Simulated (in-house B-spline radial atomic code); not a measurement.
**Ar⁴⁺: excited configurations**

Aim: the energies of several excited configurations of Ar⁴⁺ above a reference configuration, each from its own self-consistent run.

Program: in-house B-spline radial atomic code version 1. Level of theory: Dirac-Hartree-Fock, average of configuration, Fermi nucleus, basis-set limit. These are calculated values, not measurements, unless marked.

## (1) The system

| Quantity | Value |
| --- | --- |
| element | argon (Z = 18) |
| charge | +4 |
| electrons | 14 |
| configuration | [Ne] 3s2 3p2 |
| Hamiltonian | Dirac-Coulomb |
| nucleus | Fermi, rms radius 3.427 fm |

The outer shells:

[Ne] 3s2 3p2
```
[Ne] core
3s [↑↓]
3p [↑ ][↑ ][  ]
```

The boxes draw the filling by Hund's rule, which heavy ions in jj coupling don't follow; these runs average over all states of the configuration.

Settings of the run:

```ini
Z = 18
electrons = 14.0
configuration = [Ne] 3s2 3p2
hamiltonian = dirac
method = hf
spin_polarised = False
nucleus = fermi
rms_radius = 3.4274
mass_number = 40
atomic_mass = 39.96238312204
speed_of_light = 137.035999084
```

From the earlier run of the reference: total energy -523.536032 hartree. Levels, eight at most:

| orbital | occupation | energy (eV) | <r> (bohr) |
| --- | --- | --- | --- |
| 1s1/2 | 2 | -3312.36 | 0.08561 |
| 2s1/2 | 2 | -405.77 | 0.4084 |
| 2p1/2 | 2 | -329.98 | 0.3722 |
| 2p3/2 | 4 | -327.66 | 0.3744 |
| 3s1/2 | 2 | -89.308 | 1.262 |
| 3p1/2 | 0.666667 | -73.424 | 1.341 |
| 3p3/2 | 1.33333 | -73.156 | 1.345 |

## (2) Configuration [Ne] 3s1 3p2 5s1

Settings of the run:

```ini
Z = 18
electrons = 14.0
configuration = [Ne] 3s1 3p2 5s1
hamiltonian = dirac
method = hf
spin_polarised = False
nucleus = fermi
rms_radius = 3.4274
mass_number = 40
atomic_mass = 39.96238312204
speed_of_light = 137.035999084
```

## (3) Run with [He] 2s2 2p5 3s2 3p2 4d1

The settings differ from step 2 so:

```diff
@@ -2,3 +2,3 @@
 electrons = 14.0
-configuration = [Ne] 3s1 3p2 5s1
+configuration = [He] 2s2 2p5 3s2 3p2 4d1
 hamiltonian = dirac
```

## (4) Configuration [Ne] 3s2 3p1 6s1

The settings differ from step 3 so:

```diff
@@ -2,3 +2,3 @@
 electrons = 14.0
-configuration = [He] 2s2 2p5 3s2 3p2 4d1
+configuration = [Ne] 3s2 3p1 6s1
 hamiltonian = dirac
```

## (5) [Ne] 3s2 3p1 7f1

The settings differ from step 4 so:

```diff
@@ -2,3 +2,3 @@
 electrons = 14.0
-configuration = [Ne] 3s2 3p1 6s1
+configuration = [Ne] 3s2 3p1 7f1
 hamiltonian = dirac
```

## (6) Configuration [Ne] 3s2 3p1 7p1

The settings differ from step 5 so:

```diff
@@ -2,3 +2,3 @@
 electrons = 14.0
-configuration = [Ne] 3s2 3p1 7f1
+configuration = [Ne] 3s2 3p1 7p1
 hamiltonian = dirac
```

## (7) Run with [Ne] 3s2 3p1 4p1

The settings differ from step 6 so:

```diff
@@ -2,3 +2,3 @@
 electrons = 14.0
-configuration = [Ne] 3s2 3p1 7p1
+configuration = [Ne] 3s2 3p1 4p1
 hamiltonian = dirac
```

## (8) [Ne] 3s2 3p1 6f1

The settings differ from step 7 so:

```diff
@@ -2,3 +2,3 @@
 electrons = 14.0
-configuration = [Ne] 3s2 3p1 4p1
+configuration = [Ne] 3s2 3p1 6f1
 hamiltonian = dirac
```

## (9) Configuration [Ne] 3s1 3p2 5g1

The settings differ from step 8 so:

```diff
@@ -2,3 +2,3 @@
 electrons = 14.0
-configuration = [Ne] 3s2 3p1 6f1
+configuration = [Ne] 3s1 3p2 5g1
 hamiltonian = dirac
```

**Question.** How far above the reference does each configuration lie (order and size, in eV)?

The runs gave:

| net move | configuration | energy above the reference (eV) | with Breit, QED, recoil (eV) | largest <r> (bohr) |
| --- | --- | --- | --- | --- |
| 3p → 4p | [Ne] 3s2 3p1 4p1 | 40.440 | 40.431 | 3.10 |
| 3p → 6s | [Ne] 3s2 3p1 6s1 | 59.484 | 59.474 | 7.68 |
| 3p → 6f | [Ne] 3s2 3p1 6f1 | 63.219 | 63.207 | 9.39 |
| 3p → 7p | [Ne] 3s2 3p1 7p1 | 64.227 | 64.215 | 11.7 |
| 3p → 7f | [Ne] 3s2 3p1 7f1 | 65.778 | 65.766 | 13.3 |
| 3s → 5s | [Ne] 3s1 3p2 5s1 | 67.952 | 67.929 | 4.93 |
| 3s → 5g | [Ne] 3s1 3p2 5g1 | 75.182 | 75.156 | 5.49 |
| 2p → 4d | [He] 2s2 2p5 3s2 3p2 4d1 | 296.14 | 296.00 | 3.41 |

Quantum defects of the promoted electron, δ = n − ζ/√(−2ε) with ζ = 5 and ε its orbital energy in hartree:

| promotion | δ |
| --- | --- |
| 3p → 4p | 0.918 |
| 3p → 6s | 0.950 |
| 3p → 6f | 0.049 |
| 3p → 7p | 0.755 |
| 3p → 7f | 0.052 |
| 3s → 5s | 1.037 |
| 3s → 5g | 0.002 |
| 2p → 4d | 0.361 |

**Reading.** The energies run from 40.440 eV (3p → 4p) to 296.14 eV (2p → 4d). 2 of them lie more than 2 % above the ionisation threshold that Koopmans' theorem gives (73.156 eV), where such states can decay by emitting an electron. Of those tabulated, the defect is largest for 5s (1.04) and least for 5g (0.00): low angular momentum penetrates the core, high angular momentum stays outside it. Two partly filled shells share a symmetry and can mix in the average, which may lower the energy, for: 3p → 4p; 3p → 7p; 3s → 5s; 2p → 4d. These are averages over configurations, without correlation, not spectroscopic levels.
